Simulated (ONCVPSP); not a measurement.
# An ONCV potential for Tl, from input to tests

Aim: build the potential from the settings below, then test how well it stands in for the atom: other configurations, scattering, ghost states and the plane-wave cutoff that it needs.

The numbers are computed with ONCVPSP 4.0.1 (PBE, fully relativistic, spin-unpolarised reference atom).

2 further runs of the same task are left out: 2 that didn't finish.

**1. The atom and the settings**

The settings as typed:

```json
{
 "element": "thallium (Tl, Z = 81)",
 "type": "optimised norm-conserving Vanderbilt (ONCV)",
 "frozen core": "[Xe] 4f14",
 "valence charge": "13",
 "reference configuration": "5d10 6s2 6p1",
 "partial waves": "6s: rc 1.65 bohr, ncon 3, nbas 7, qcut 3.8 1/bohr, 3 projectors, debl 1.8 Ha; 6p: rc 2.45 bohr, ncon 3, nbas 8, qcut 3.2 1/bohr, 2 projectors, debl 1.7 Ha; 5d: rc 1.70 bohr, ncon 3, nbas 7, qcut 6.7 1/bohr, 2 projectors, debl 2 Ha",
 "local potential": "polynomial inside 1.60 bohr (lpopt 5, dvloc0 0 Ha)",
 "core correction": "Teter function fitted to the true core (icmod 2), fcfact 0.25"
}
```

The outer shells as boxes (Hund's rule for the drawing; the calculation is spin-unpolarised):

```
[Xe] core
4f [↑↓][↑↓][↑↓][↑↓][↑↓][↑↓][↑↓]
5d [↑↓][↑↓][↑↓][↑↓][↑↓]
6s [↑↓]
6p [↑ ][  ][  ]
```

An earlier all-electron run gives the scale for the radii.

All-electron outer shells of the reference configuration (PBE, scalar-relativistic, ld1.x):

```
shell  level (eV)  outermost node (bohr)  outermost maximum (bohr)
   4f     -114.03                      –                      0.36
   5p      -76.10                   0.50                      0.91
   5d      -15.49                   0.53                      1.11
   6s       -9.55                   1.04                      2.08
   6p       -2.37                   1.23                      2.91
```

**2. Generation**

The input, Tl.dat:

```
# ATOM AND REFERENCE CONFIGURATION
# atsym  z   nc   nv     iexc    psfile
  Tl 81.00   12    3        4      upf
#
#   n    l    f
    1    0    2.00
    2    0    2.00
    2    1    6.00
    3    0    2.00
    3    1    6.00
    3    2   10.00
    4    0    2.00
    4    1    6.00
    4    2   10.00
    4    3   14.00
    5    0    2.00
    5    1    6.00
    5    2   10.00
    6    0    2.00
    6    1    1.00
#
# PSEUDOPOTENTIAL AND OPTIMIZATION
# lmax
    2
#
#   l,   rc,      ep,       ncon, nbas, qcut
    0    1.65    0.00    3    7    3.80
    1    2.45    0.00    3    8    3.20
    2    1.70    0.00    3    7    6.70
#
# LOCAL POTENTIAL
# lloc, lpopt,  rc(5),   dvloc0
    4    5    1.60    0.00
#
# VANDERBILT-KLEINMAN-BYLANDER PROJECTORs
# l, nproj, debl
    0    3    1.80
    1    2    1.70
    2    2    2.00
#
# MODEL CORE CHARGE
# icmod, fcfact, rcfact
    2    0.25    0.80
#
# LOG DERIVATIVE ANALYSIS
# epsh1, epsh2, depsh
   -2.00    5.00    0.02
#
# OUTPUT GRID
# rlmax, drl
    6.00    0.01
#
# TEST CONFIGURATIONS
# ncnf
    4
# nvcnf
#   n    l    f
    3
    5    2   10.00
    6    0    2.00
    6    1    0.00
#
    3
    5    2   10.00
    6    0    1.00
    6    1    0.00
#
    3
    5    2   10.00
    6    0    0.00
    6    1    0.00
#
    3
    5    2   10.00
    6    0    1.00
    6    1    1.00
#
```

The run is started by

```
oncvpspr.x < Tl.dat > Tl.out
```

**Question.** What will these runs give? Wanted: cutoffs for 1 and 0.1 mHa per electron, occupied waves; bound ghosts; GHOST(+) flags; largest test error; largest phase difference near zero energy, channels read; rms error of d²Exc/dn², without and with the model core.

**Answer**, as computed:

| quantity | value |
| --- | --- |
| cutoffs for 1 and 0.1 mHa per electron, occupied waves | 34 Ha and 60 Ha |
| bound ghosts | s at -134.31 eV |
| GHOST(+) flags | p3/2 at 42 eV, p1/2 at 61 eV |
| largest test error (AE − PS) | -8.3 meV, for 5d10 6s1 6p0 (1 test unsolved) |
| largest phase difference near zero energy, channels read | 0.002 rad |
| rms error of d²Exc/dn², without and with the model core | 5.45 and 3.59 mHa |

In words: It has a bound ghost (s), a state that the atom doesn't have, and that rules the file out. Close by lies the frozen 5s level (-131.0 eV). The worst unpolarised test, 5d10 6s1 6p0, is off by 8.3 meV on 26.1 eV; by total energies transferability rates as good where solved. Atomic tests can pass in spite of a ghost, since they solve only for the levels asked. Of the tests 1 gave no usable energy difference, which is a warning in itself. The potential is of middling hardness: the looser tolerance needs 34 Ha. At the looser tolerance the 6s wave is the slowest; 5d needs 20 Ha. Near zero energy the phases of the channels with partial waves agree within 0.002 rad. The program also flags highly localised states, GHOST(+) (p3/2, p1/2).
